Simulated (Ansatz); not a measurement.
# BaFeO3, space group Pm-3m: an SCF with some post-processing

Program: Ansatz's Python interface.

`run_survey.py`:
```python
# -*- coding: utf-8 -*-
from pathlib import Path
import sys

import ansatz as az
from ase.data import atomic_numbers
from ase.io.cube import read_cube_data
from ase.units import Bohr
import numpy as np
import spglib


def main():
    bafeo3 = (
        az.Lattice.from_parameters(4.02, 4.02, 4.02, alpha=90.0, beta=90.0, gamma=90.0)
        .atom('Ba', (0.0, 0.0, 0.0))
        .atom('Fe', (0.5, 0.5, 0.5))
        .atom('O', (0.5, 0.5, 0.0))
        .atom('O', (0.0, 0.5, 0.5))
        .atom('O', (0.5, 0.0, 0.5))
        .moments(Fe=3.5)
    )

    calculation = (
        bafeo3.calculation()
        .functional('r2SCAN')
        .kpoints(5, 5, 5)
        .occupations('gaussian', width=0.15)
        .spin('collinear')
        .hubbard('Fe', 'd', u_eff=6.0)
        .bader_charges()
        .density()
        .output_files(volumetric_format='cube')
        .populations()
    )
    try:
        out = calculation.run(threads=1, backend='cpu')
    except az.NonConvergedError as error:
        sys.exit(f'no convergence: {error}')
    except az.RefusalError as error:
        sys.exit(f'input refused: {error}')
    data = out.report

    for key in ('converged', 'n_iterations', 'n_electrons', 'n_kpoints', 'n_pw', 'n_symmetry_ops', 'free_energy_ev', 'fermi_energy_ev'):
        print(f'{key:18s} {data[key]}')

    charges = out.bader_charges()
    for atom in charges.atoms:
        print(f'Bader charge {atom.symbol:2s} {atom.partial_charge_e:+.3f} e')

    folder = Path(out.write_results('cubes'))
    print('\n'.join((folder / 'rho.cube').read_text().splitlines()[: 6 + 5]))
    values, cube_atoms = read_cube_data(str(folder / 'rho.cube'))
    print('electrons from the file:', round(values.mean() * cube_atoms.get_volume() / Bohr ** 3, 3))

    print(f'net moment {data["magnetization_mub"]:.3f} muB, absolute {data["absolute_magnetization_mub"]:.3f} muB')
    for index, (site, m) in enumerate(zip(out.lattice.sites, data['site_moments_mub'])):
        print(f'  {index:2d} {site.symbol:2s} {m:7.3f}')

    rho = out.density()
    up, down = (channel.density_e_per_ang3 for channel in rho.channels)
    voxel = rho.cell_volume_ang3 / up.size
    print([str(channel.component) for channel in rho.channels], rho.dims)
    print(f'integral of up - down {np.sum(up - down) * voxel:.4f}, of its modulus {np.sum(np.abs(up - down)) * voxel:.4f} muB on the grid')
    print(f'spin density from {np.min(up - down):.4f} to {np.max(up - down):.4f} e/A^3')

    files = Path(out.write_results('tables'))
    print((files / 'populations.tsv').read_text())

    spg_cell = (out.lattice.cell_ang, [s.position_frac for s in out.lattice.sites], [atomic_numbers[s.symbol] for s in out.lattice.sites])
    for tolerance in (1e-5, 1e-3, 1e-1):
        print(f'symprec {tolerance:g} A: {spglib.get_spacegroup(spg_cell, symprec=tolerance)}')
    print('operations used by the run:', data['n_symmetry_ops'])


if __name__ == '__main__':
    main()
```

```console
$ python run_survey.py
DeckWarning: basis.ecutwfc = 500 eV, auto-derived from the records' recommended cutoffs: set by Ba (their level for a meta-GGA)
converged          True
n_iterations       17
n_electrons        44.0
n_kpoints          10
n_pw               1647
n_symmetry_ops     48
free_energy_ev     -12156.361345512963
fermi_energy_ev    9.578621231243805
Bader charge Ba +1.589 e
Bader charge Fe +2.025 e
Bader charge O  -1.205 e
Bader charge O  -1.205 e
Bader charge O  -1.205 e
ansatz rho
values in e/bohr^3 (x slowest, z fastest)
    5    0.000000    0.000000    0.000000
   30    0.253223    0.000000    0.000000
   30    0.000000    0.253223    0.000000
   30    0.000000    0.000000    0.253223
   56   56.000000    0.000000    0.000000    0.000000
   26   26.000000    3.798350    3.798350    3.798350
    8    8.000000    3.798350    3.798350    0.000000
    8    8.000000    0.000000    3.798350    3.798350
    8    8.000000    3.798350    0.000000    3.798350
electrons from the file: 44.0
net moment 4.068 muB, absolute 4.661 muB
   0 Ba   0.002
   1 Fe   3.970
   2 O   -0.075
   3 O   -0.075
   4 O   -0.075
['up', 'down'] (30, 30, 30)
integral of up - down 4.0682, of its modulus 4.6496 muB on the grid
spin density from -0.3176 to 11.4458 e/A^3
# site	symbol	l	j	q_up	q_dn
# orbitals = lowdin
# n_electrons = 44.000000
# spilling = 0.009670
# projection_atom_Ba: [Kr 4d10] 5s2 5p6 6s2
# projection_atom_Fe: [Ne] 3s2 3p6 3d6 4s2
# projection_atom_O: [He] 2s2 2p4
0	Ba	0_5S	-	0.974229	0.973779
0	Ba	0_6S	-	0.175722	0.165955
0	Ba	1_5P	-	2.980204	2.982656
1	Fe	0_3S	-	0.992033	0.992830
1	Fe	0_4S	-	0.269793	0.231028
1	Fe	1_3P	-	2.997391	2.998054
1	Fe	2_3D	-	4.912360	0.830043
2	O	0_2S	-	0.945949	0.924255
2	O	1_2P	-	2.550783	2.611832
3	O	0_2S	-	0.945949	0.924255
3	O	1_2P	-	2.550783	2.611832
4	O	0_2S	-	0.945949	0.924255
4	O	1_2P	-	2.550783	2.611832

symprec 1e-05 A: Pm-3m (221)
symprec 0.001 A: Pm-3m (221)
symprec 0.1 A: Pm-3m (221)
operations used by the run: 48
```
(Warnings from the package without file and line.)

Total energies depend on the potentials; only differences at equal settings carry meaning. A total without «per atom» is that of the cell as typed. Other magnetic orders than the one started from may lie lower. For a metal this k-point mesh is coarse: on a finer one energies can move by several to tens of meV an atom and pressures by half a GPa or more, differences at one mesh by less. Only differences from the Fermi energy are physical; the zero of the scale is a convention. With one magnetic atom the cell can hold only ferromagnetic order. Of the deposited cell: the entry's cell lengths or inner coordinates differ somewhat from later room-temperature determinations. r2SCAN tends to overestimate the moments of itinerant magnets. Grid values close to the nuclei reflect the PAW or pseudopotential construction, not the all-electron fields. The structure is a deposited one; some such entries were measured under pressure or heat, so a shift against it needn't be the functional's error alone. The whole script took 47 s on 1 thread of Arm Neoverse V1, on a shared host, peak memory 0.59 GiB.

(A comment or docstring line of the script was reworded after the run, the code is as it ran; lines on the test bed's own set-up are left out of the output.)
